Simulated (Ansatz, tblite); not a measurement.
# Li₂BeGeTe₄ with GFN2-xTB from a Python script

These are simulated results from tblite 0.8.0, not measurements. The cell was built from a prototype and was relaxed with r2SCAN in plane waves (Ansatz 0.2.0). It may be hypothetical. All runs are without spin polarisation.

The symmetry is I-42m (No. 121, tetragonal); conventional cell a = 5.846 Å, c = 12.998 Å, 27.77 Å³ an atom. Li has 4 Te at 2.71 Å; Be has 4 Te at 2.49 Å; Ge has 4 Te at 2.62 Å; Te has 1 Be at 2.49 Å and 1 Ge at 2.62 Å and 2 Li at 2.71 Å.

tblite solves periodic systems at the zone centre alone, so the script builds a cluster of 2×2×1 conventional cells (64 atoms), which folds in a coarse mesh of k points.

run.py reads:

```python
import json
from ase import Atoms
from ase.build import make_supercell
from ase.units import Bohr, GPa, Hartree
from tblite.interface import Calculator

atoms = Atoms(['Li', 'Li', 'Be', 'Ge', 'Te', 'Te', 'Te', 'Te'],
              cell=[[-2.92322416, 2.92322416, 6.49891765], [2.92322416, -2.92322416, 6.49891765], [2.92322416, 2.92322416, -6.49891765]],
              scaled_positions=[[0.75, 0.25, 0.5], [0.25, 0.75, 0.5], [0.0, 0.0, 0.0], [0.5, 0.5, 0.0], [0.875405038, 0.875405038, 0.51990102], [0.124594962, 0.644495982, 0.0], [0.644495982, 0.124594962, 0.0], [0.355504018, 0.355504018, 0.48009898]],
              pbc=True)
cluster = make_supercell(atoms, [[0, 2, 2], [2, 0, 2], [1, 1, 0]])
calc = Calculator('GFN2-xTB', cluster.numbers, cluster.positions / Bohr, lattice=cluster.cell[:] / Bohr, periodic=cluster.pbc)
calc.set('temperature', 0.02 / Hartree)
calc.set('max-iter', 150)
res = calc.singlepoint()
levels = res.get('orbital-energies') * Hartree
nv = round(res.get('orbital-occupations').sum() / 2)
cells = len(cluster) // len(atoms)
out = {'energy_per_cell': res.get('energy') * Hartree / cells, 'homo': levels[nv - 1], 'lumo': levels[nv],
       'stress': (-res.get('virial') * Hartree / cluster.get_volume() / GPa).tolist(), 'charges': res.get('charges')[:len(atoms)].tolist(), 'electrons': 2 * nv / cells}
json.dump(out, open('results.json', 'w'))
for key, value in out.items():
    print(key, value)
```

Command: `python run.py`. It took 9.8 s on 1 thread of Arm Neoverse N1, on a shared host, peak memory 0.12 GiB.

The log:

```
------------------------------------------------------------
  cycle        total energy    energy error   density error
------------------------------------------------------------
      1     -119.3518198524  -1.1983448E+02   6.6848576E-01
      2      32.27506805948   1.5162689E+02   1.4697024E+00
      3     -114.4133318085  -1.4668840E+02   5.3791781E-01
      4     -123.1703582226  -8.7570264E+00   3.8463487E-01
      5     -118.8121764631   4.3581818E+00   3.4997635E-01
      6     -88.01700437853   3.0795172E+01   5.6547731E-01
      7     -118.8668558968  -3.0849852E+01   3.2672742E-01
      8     -125.9667022742  -7.0998464E+00   1.5942372E-01
      9     -125.4943492057   4.7235307E-01   1.5858265E-01
     10     -126.1618793882  -6.6753018E-01   1.1885171E-01
     11     -126.2244655847  -6.2586196E-02   1.0029170E-01
     12     -126.5131417559  -2.8867617E-01   7.2162614E-02
     13     -126.5833227103  -7.0180954E-02   6.3506862E-02
     14     -126.5997211326  -1.6398422E-02   6.0637444E-02
     15     -126.6526370338  -5.2915901E-02   4.9415523E-02
     16     -126.7083387807  -5.5701747E-02   3.4151571E-02
     17     -126.7490298861  -4.0691105E-02   6.7452297E-03
     18     -126.7484569345   5.7295154E-04   6.3430645E-03
     19     -126.7498695078  -1.4125732E-03   4.7424197E-03
     20     -126.7506318683  -7.6236052E-04   4.2823720E-03
     21     -126.7512652849  -6.3341659E-04   4.7405960E-03
     22     -126.7516700000  -4.0471507E-04   4.7638697E-03
     23     -126.7519519299  -2.8192990E-04   3.9033590E-03
     24     -126.7523550557  -4.0312588E-04   1.8678354E-03
     25     -126.7523535178   1.5379384E-06   1.8786192E-03
     26     -126.7523964022  -4.2884419E-05   1.5024800E-03
     27     -126.7524357635  -3.9361244E-05   1.0570971E-03
     28     -126.7524612801  -2.5516588E-05   6.2179099E-04
     29     -126.7524620733  -7.9323362E-07   6.0061782E-04
     30     -126.7524614901   5.8321108E-07   6.3815300E-04
     31     -126.7524621169  -6.2678112E-07   6.3239487E-04
     32     -126.7524647826  -2.6657632E-06   5.4011383E-04
     33     -126.7524681258  -3.3432150E-06   3.4079577E-04
     34     -126.7524691981  -1.0722158E-06   2.5523005E-04
     35     -126.7524692510  -5.2920313E-08   2.5077594E-04
     36     -126.7524691651   8.5887848E-08   2.5633338E-04
     37     -126.7524698701  -7.0499645E-07   1.7457153E-04
     38     -126.7524699563  -8.6255127E-08   1.6480934E-04
     39     -126.7524698911   6.5210642E-08   1.7259675E-04
     40     -126.7524697354   1.5571611E-07   1.8631679E-04
     41     -126.7524696421   9.3352114E-08   1.7701980E-04
     42     -126.7524700135  -3.7146664E-07   1.3145657E-04
     43     -126.7524705200  -5.0648455E-07   5.6481386E-05
     44     -126.7524705881  -6.8044528E-08   3.9557123E-05
     45     -126.7524706425  -5.4487728E-08   2.0652633E-05
     46     -126.7524706472  -4.6851625E-09   1.8528953E-05
------------------------------------------------------------

 total:                                   8.905 sec
energy_per_cell -431.1388010404968
homo -7.891971762491314
lumo -6.801049688861191
stress [[2.436334881669772, -5.031993494400637e-07, -6.198251633451852e-07], [-5.031993497081758e-07, 2.436334881669664, -6.198252370941285e-07], [-6.19825163348059e-07, -6.198252368134629e-07, 1.7610426330466817]]
charges [0.05917414200780702, 0.05917414200744975, 0.4712680980073495, 0.01556604216957786, -0.15128207472512983, -0.15129165782849163, -0.15129165784076234, -0.15129825694929405]
electrons 32.0
```

The cycle table is in hartree for the whole cluster, and the lines after it are in eV (the energy for one cell). The printed stress is in GPa and positive in compression, and the pressure is its mean diagonal.

GFN2-xTB gives a gap of 1.09 eV. On the same cell, plane-wave PBE (Ansatz, 6×6×6 k points and the special points) gives a gap of 0.22 eV and r2SCAN a gap of 0.47 eV; on shared hosts these took about 76 and 170 core-seconds on the 8-atom cell, against 9.8 for the script. Spin-orbit coupling, left out in all these runs, can cut or reorder the gap by tenths of an eV, up to about 1 eV with Pb or Bi. xTB was fitted to molecules, so gaps, charges and pressures of solids can be far off, and the gap also depends on the size of the cluster.

The same script was run on cells scaled at fixed shape and fractional coordinates:

```csv
volume (Å³/atom),energy (meV/atom),"pressure (GPa, positive in compression)",gap (eV)
24.44,131.8,11.47,1.66
26.10,42.2,6.08,1.35
27.77,0.0,2.21,1.09
29.43,-7.7,-0.60,0.87
31.10,9.5,-2.60,0.70
```

A Birch-Murnaghan fit puts the minimum at 29.04 Å³/atom, 4.6 % above the given cell, with a bulk modulus of 44.7 GPa at fixed shape.

xTB was fitted mostly to molecules, and a small cluster samples few k points, so gaps, pressures and kinks along a curve can be far from a solid's.

No spin-orbit coupling is included; it can move band edges with weight on the heavy atoms by tenths of an eV.
